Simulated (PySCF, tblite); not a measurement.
**C₅H₈BF₃S: geometry, infrared bands and NMR shifts**

What infrared bands and NMR shifts should C₅H₈BF₃S (`CCCBSC(F)=C(F)F`) show?

The runs use tblite 0.8.0 and PySCF 2.14.0, with density-fitted response routines of our own; the level of theory stands in each step. All values are computed, except where a source is named. Atoms are numbered from 0 throughout.

### 1 The molecule as given

18 atoms, charge 0, multiplicity 1; geometry from: force field or distance geometry start.

Bonds of the start (Å): C0–C1 1.53, C1–C2 1.54, C2–B3 1.60, B3–S4 1.88, S4–C5 1.79, C5–F6 1.37, C5–C7 1.34, C7–F8 1.37, C7–F9 1.35, C0–H10 1.12, C0–H11 1.12, C0–H12 1.11, C1–H13 1.12, C1–H14 1.11, C2–H15 1.11, C2–H16 1.12, B3–H17 1.17.

### 2 Geometry optimisation with GFN2-xTB

What the job is given:

```
{"job": {"kind": "relax", "xc": "GFN2-xTB", "basis": "xTB"}, "charge": 0, "multiplicity": 1}
C     -2.355700    -0.708500     1.498600
C     -1.687700    -0.214000     0.214400
C     -0.507000     0.716300     0.551900
B      0.189300     1.258200    -0.787900
S      1.021700     0.049300    -1.966700
C      2.588600     0.126800    -1.110200
F      3.480600     1.109000    -1.434100
C      2.914200    -0.769200    -0.168500
F      2.046000    -1.772500     0.153400
F      4.101700    -0.704400     0.468800
H     -3.206400    -1.385600     1.235200
H     -2.773200     0.151700     2.075200
H     -1.647500    -1.261600     2.143800
H     -1.309200    -1.103500    -0.343200
H     -2.436500     0.321500    -0.400000
H      0.237200     0.188900     1.176200
H     -0.886100     1.599400     1.125300
H      0.221100     2.404500    -1.003900
```

The run is started by

```sh
OMP_NUM_THREADS=1 python probes_run.py task.json out
```

The driver reads the jobs from task.json and runs them one after another.

**Question.** This job is followed by: GFN2-xTB harmonic vibrations, gas phase; GIAO PBE0/pcSseg-1 NMR shielding, non-relativistic, gas phase. Predict these results of the whole session: strongest single infrared mode (GFN2-xTB); zero-point energy (GFN2-xTB); 13C shifts against TMS (PBE0/pcSseg-1); 1H shifts against TMS (PBE0/pcSseg-1, means over atoms taken as alike); 11B shifts against BF3·OEt2 (PBE0/pcSseg-1); 33S shifts against CS2 (PBE0/pcSseg-1); 19F shifts against CFCl3 (PBE0/pcSseg-1).

The runs gave:

| quantity | value |
| --- | --- |
| strongest single infrared mode (GFN2-xTB) | 970 cm⁻¹, 233 km/mol |
| zero-point energy (GFN2-xTB) | 78.3 kcal/mol |
| 13C shifts against TMS (PBE0/pcSseg-1) | 166.8, 136.6, 31.1, 22.7, 18.0 ppm |
| 1H shifts against TMS (PBE0/pcSseg-1, means over atoms taken as alike) | 7.54, 1.77, 1.75, 1.08 ppm |
| 11B shifts against BF3·OEt2 (PBE0/pcSseg-1) | 67.9 ppm |
| 33S shifts against CS2 (PBE0/pcSseg-1) | 127 ppm |
| 19F shifts against CFCl3 (PBE0/pcSseg-1) | -96.6, -118.6, -178.8 ppm |

**Reading.** Relaxing lowered the energy by 0.929 eV in 160 steps; the close pair that moved most is B3–S4, from 1.883 to 1.782 Å. The lowest mode is slightly imaginary (6i cm⁻¹), a soft motion within the noise of the Hessian, so the minimum is not strictly shown. The strongest single mode, at 970 cm⁻¹, is spread over many atoms; the largest shares are those of C5, F9. GFN2-xTB is a fitted tight-binding method: band positions and strengths are rough. Its intensities can rank the bands wrongly. At PBE0/pcSseg-1: The widest tensor belongs to S4: span 320 ppm, with a paramagnetic part of -684 ppm.
